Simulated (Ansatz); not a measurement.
# C7H14: ionisation energy by level of theory

An exercise on one series of results from a longer session: the logs are not shown, and one member is left open.

Program: Ansatz 0.2.0, Gaussian basis. Level of theory: unrestricted cation, the program's frozen cores in correlated methods. These are calculated values, not measurements.

The runs, in order: UKS PBE-D4/def2-TZVPP; UKS r2SCAN-D4/def2-TZVPP; UKS PBE0-D4/def2-TZVPP; UKS B3LYP-D4/def2-TZVPP; UKS wB97X-V/def2-TZVPP; UKS wB97M-V/def2-TZVPP; UKS B2PLYP/def2-TZVPP; UHF-CCSD(T)/def2-TZVPP; UHF-MP2/def2-QZVPP; extrapolation to the limit; then −ε(HOMO) from the neutral's earlier runs with LDA (SPW92), PBE-D4, revPBE-D4, BLYP-D4, r2SCAN-D4, B97M-V, PBE0-D4, B3LYP-D4, r2SCANh-D4, r2SCAN0-D4, HSE06-D4, BHLYP-D4, CAM-B3LYP-D4, LC-ωPBE, ωB97X-V, ωB97M-V.

## The geometry

All runs share one geometry, relaxed beforehand with PBE0-D4 in a triple-zeta def2 set.

21 atoms, charge 0, spin multiplicity 1.

Atoms are counted from 1 here; the program's logs count them from 0.

Bond lengths: C1–C2 1.516 Å, C1–H8 1.094 Å, C1–H9 1.093 Å, C1–H10 1.095 Å, C2–C3 1.530 Å, C2–C7 1.543 Å, C2–H11 1.097 Å, C3–C4 1.520 Å, C3–H12 1.093 Å, C3–H13 1.097 Å, C4–C5 1.530 Å, C4–H14 1.093 Å, C4–H15 1.097 Å, C5–C6 1.516 Å, C5–C7 1.543 Å, C5–H16 1.097 Å, C6–H17 1.094 Å, C6–H18 1.095 Å and more. Angles: C2–C1–H8 111.5°, C2–C1–H9 111.5°, C2–C1–H10 110.6°, H8–C1–H9 107.7°, H8–C1–H10 107.8°, H9–C1–H10 107.7°, C1–C2–C3 114.4°, C1–C2–C7 114.2°, C1–C2–H11 108.3°, C3–C2–C7 104.2°, C3–C2–H11 107.3°, C7–C2–H11 108.1°, C2–C3–C4 103.4°, C2–C3–H12 112.7°, C2–C3–H13 109.6°, C4–C3–H12 113.9°, C4–C3–H13 109.8°, H12–C3–H13 107.3° and more.

Set-up of the first run:

in.yaml reads:

```yaml
crystal:
  periodic: [false, false, false]
  atoms:
    - {symbol: C, position_ang: [0.339666, -2.524565, 0.442742]}
    - {symbol: C, position_ang: [0.345668, -1.019335, 0.622538]}
    - {symbol: C, position_ang: [-1.001213, -0.428424, 1.043697]}
    - {symbol: C, position_ang: [-0.882280, 1.035000, 0.652189]}
    - {symbol: C, position_ang: [-0.226589, 0.980702, -0.728959]}
    - {symbol: C, position_ang: [0.447096, 2.270785, -1.153071]}
    - {symbol: C, position_ang: [0.724035, -0.232364, -0.649952]}
    - {symbol: H, position_ang: [0.054212, -3.037062, 1.365602]}
    - {symbol: H, position_ang: [1.324365, -2.896522, 0.147216]}
    - {symbol: H, position_ang: [-0.372870, -2.816228, -0.335399]}
    - {symbol: H, position_ang: [1.070644, -0.769665, 1.406775]}
    - {symbol: H, position_ang: [-1.219717, -0.587284, 2.102702]}
    - {symbol: H, position_ang: [-1.807370, -0.902206, 0.469600]}
    - {symbol: H, position_ang: [-1.834761, 1.570939, 0.647026]}
    - {symbol: H, position_ang: [-0.219142, 1.554934, 1.354949]}
    - {symbol: H, position_ang: [-1.015355, 0.749790, -1.455262]}
    - {symbol: H, position_ang: [-0.262471, 3.102319, -1.182544]}
    - {symbol: H, position_ang: [1.244570, 2.536881, -0.451997]}
    - {symbol: H, position_ang: [0.894918, 2.180953, -2.146402]}
    - {symbol: H, position_ang: [1.767826, 0.093119, -0.611744]}
    - {symbol: H, position_ang: [0.628765, -0.861757, -1.539711]}
basis:
  gaussian: {orbitals: def2-TZVPP}
total_charge: 1
magnetization: {spin_polarized: true, initial_magnetization: 1}
hamiltonian: {xc: pbe, dispersion: d4}
```

Command:

```
$ ansatz run in.yaml --threads 2 --pin off --events-out ev --progress --plain --max-ram 32768MiB --backend cuda --devices 0, --max-vram 18GiB
```

Among the steps run: Cation, UKS PBE-D4/def2-TZVPP; Cation, UKS r2SCAN-D4/def2-TZVPP; Cation, UKS PBE0-D4/def2-TZVPP; Cation, UKS B3LYP-D4/def2-TZVPP; Cation, UKS wB97X-V/def2-TZVPP; Cation, UKS wB97M-V/def2-TZVPP; Cation, UKS B2PLYP (frozen core)/def2-TZVPP; Cation, UHF-CCSD(T)/def2-TZVPP; Cation, UHF-MP2/def2-QZVPP.

One of the session's tables, all rows but one given; the rest of the session is left out.

For comparison, −ε(HOMO) of the neutral from earlier runs:

```
  functional  −ε(HOMO) (eV)
 LDA (SPW92)           7.11
      PBE-D4              ?
   revPBE-D4           7.07
     BLYP-D4           7.05
   r2SCAN-D4           7.37
      B97M-V           7.53
     PBE0-D4           8.45
    B3LYP-D4           8.29
  r2SCANh-D4           7.87
  r2SCAN0-D4           8.63
    HSE06-D4           8.04
    BHLYP-D4           9.79
CAM-B3LYP-D4           9.89
     LC-ωPBE          11.20
     ωB97X-V          10.90
     ωB97M-V          10.77
```

Estimate the missing values for PBE-D4.

The run gave: −ε(HOMO) (eV): 7.10. In the column «−ε(HOMO) (eV)» it lies between revPBE-D4 (7.07) and LDA (SPW92) (7.11).
